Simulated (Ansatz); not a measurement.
**FH₃MgOSi: ionisation energy by level of theory**

An exercise on one series of results from a longer session: the logs are not shown, and one member is left open.

Computed with Ansatz 0.2.0, Gaussian basis. Level: unrestricted cation, the program's frozen cores in correlated methods.

The runs, in order: UKS PBE-D4/def2-TZVPP; UKS r2SCAN-D4/def2-TZVPP; UKS PBE0-D4/def2-TZVPP; UKS B3LYP-D4/def2-TZVPP; UKS wB97X-V/def2-TZVPP; UKS wB97M-V/def2-TZVPP; UKS B2PLYP/def2-TZVPP; UHF-CCSD(T)/def2-TZVPP; UHF-CCSD(T)/def2-QZVPP; extrapolation to the limit; then −ε(HOMO) from the neutral's earlier runs with LDA (SPW92), PBE-D4, revPBE-D4, BLYP-D4, r2SCAN-D4, B97M-V, PBE0-D4, B3LYP-D4, r2SCANh-D4, r2SCAN0-D4, HSE06-D4, BHLYP-D4, CAM-B3LYP-D4, LC-ωPBE, ωB97X-V, ωB97M-V.

## The geometry

The geometry comes from an earlier relaxation with PBE0-D4 in a triple-zeta def2 set; it is a stationary point, not always the lowest conformer.

SMILES `[F][Mg][O][SiH3]`, 7 atoms, charge 0, spin multiplicity 1.

Atoms are counted from 1 here; the program's logs count them from 0.

Bond lengths: F1–Mg2 1.747 Å, Mg2–O3 1.783 Å, O3–Si4 1.614 Å, Si4–H5 1.492 Å, Si4–H6 1.492 Å, Si4–H7 1.492 Å. Angles: F1–Mg2–O3 180.0°, Mg2–O3–Si4 180.0°, O3–Si4–H5 111.2°, O3–Si4–H6 111.2°, O3–Si4–H7 111.2°, H5–Si4–H6 107.7°, H5–Si4–H7 107.7°, H6–Si4–H7 107.7°.

The first run:

The input, in.yaml:

```yaml
crystal:
  periodic: [false, false, false]
  atoms:
    - {symbol: F, position_ang: [-1.074561, -3.535009, 1.335051]}
    - {symbol: Mg, position_ang: [-0.592019, -1.965470, 0.737792]}
    - {symbol: O, position_ang: [-0.099801, -0.364210, 0.128417]}
    - {symbol: Si, position_ang: [0.345452, 1.086089, -0.423534]}
    - {symbol: H, position_ang: [-0.717304, 1.685521, -1.281960]}
    - {symbol: H, position_ang: [0.609399, 2.032243, 0.699311]}
    - {symbol: H, position_ang: [1.590134, 0.992835, -1.240678]}
basis:
  gaussian: {orbitals: def2-TZVPP}
total_charge: 1
magnetization: {spin_polarized: true, initial_magnetization: 1}
hamiltonian: {xc: pbe, dispersion: d4}
```

Launch:

```bash
$ ansatz run in.yaml --threads 2 --pin off --events-out ev --progress --plain --max-ram 32768MiB --backend cpu
```

Steps of the session up to this table: Cation, UKS PBE-D4/def2-TZVPP; Cation, UKS r2SCAN-D4/def2-TZVPP; Cation, UKS PBE0-D4/def2-TZVPP; Cation, UKS B3LYP-D4/def2-TZVPP; Cation, UKS wB97X-V/def2-TZVPP; Cation, UKS wB97M-V/def2-TZVPP; Cation, UKS B2PLYP (frozen core)/def2-TZVPP; Cation, UHF-CCSD(T)/def2-TZVPP; Cation, UHF-CCSD(T)/def2-QZVPP.

One table of the session follows, with a row left open; its other results are not shown here.

It belongs to the step «Ionisation energies side by side». Orbital estimates, from the neutral's runs:

```
  functional  −ε(HOMO) (eV)
 LDA (SPW92)           6.98
      PBE-D4           6.86
   revPBE-D4              ?
     BLYP-D4           6.79
   r2SCAN-D4           7.19
      B97M-V           7.27
     PBE0-D4           8.28
    B3LYP-D4           8.09
  r2SCANh-D4           7.71
  r2SCAN0-D4           8.50
    HSE06-D4           7.87
    BHLYP-D4           9.66
CAM-B3LYP-D4           9.74
     LC-ωPBE          11.07
     ωB97X-V          10.74
     ωB97M-V          10.60
```

Q: Estimate the row for revPBE-D4 from the others.

The run gave: −ε(HOMO) (eV): 6.81. In the column «−ε(HOMO) (eV)» it lies between BLYP-D4 (6.79) and PBE-D4 (6.86).
